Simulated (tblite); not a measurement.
# C15H14O4S: the cost of one run

Programs: tblite 0.8.0 and PySCF 2.14.0, with routines of our own; each step states its level. All values are computed. Atoms count from 0.

## 1. The system as given

34 atoms, charge 0, multiplicity 1; geometry from: force field, distance geometry or constructed start.

## 2. Optimising the geometry with GFN2-xTB

Job settings and geometry (Å):

```
{"job": {"kind": "relax", "xc": "GFN2-xTB", "basis": "xTB"}, "charge": 0, "multiplicity": 1}
C     -2.687300     3.476800    -0.206200
S     -2.443300     2.242900     1.038600
O     -1.275100     2.585200     1.842100
O     -3.713000     1.951700     1.665500
O     -2.075300     0.998600     0.065100
C     -0.898400     0.259300     0.338100
C      0.348900     1.029000    -0.144200
O      0.252400     2.000400    -0.896400
C      1.714100     0.593400     0.306200
C      1.923300    -0.476700     1.183800
C      3.224100    -0.829400     1.556900
C      4.315600    -0.117100     1.068200
C      4.112200     0.954000     0.203900
C      2.821300     1.306600    -0.182700
C     -1.062600    -1.073600    -0.357700
C     -0.897900    -1.203900    -1.740600
C     -1.059500    -2.439500    -2.371800
C     -1.404700    -3.567000    -1.623700
C     -1.593700    -3.447900    -0.244800
C     -1.426200    -2.213500     0.384300
H     -1.760300     3.653300    -0.738100
H     -3.475000     3.138600    -0.885700
H     -3.004200     4.403000     0.299000
H     -0.825900     0.101300     1.422500
H      1.111000    -1.059300     1.592800
H      3.381100    -1.663300     2.240800
H      5.327900    -0.389400     1.363700
H      4.964200     1.514000    -0.183400
H      2.680000     2.147000    -0.861200
H     -0.645300    -0.336900    -2.353400
H     -0.923000    -2.526200    -3.449400
H     -1.537500    -4.523700    -2.112200
H     -1.878400    -4.322700     0.332900
H     -1.597600    -2.147200     1.458000
```

Run with:

```sh
OMP_NUM_THREADS=1 python large_run.py task.json out
```

One launch serves the whole session: the jobs run in the order shown.

**Question.** How long does this run take on 1 thread of Arm Neoverse N1, shared host?

About 2.7 s.
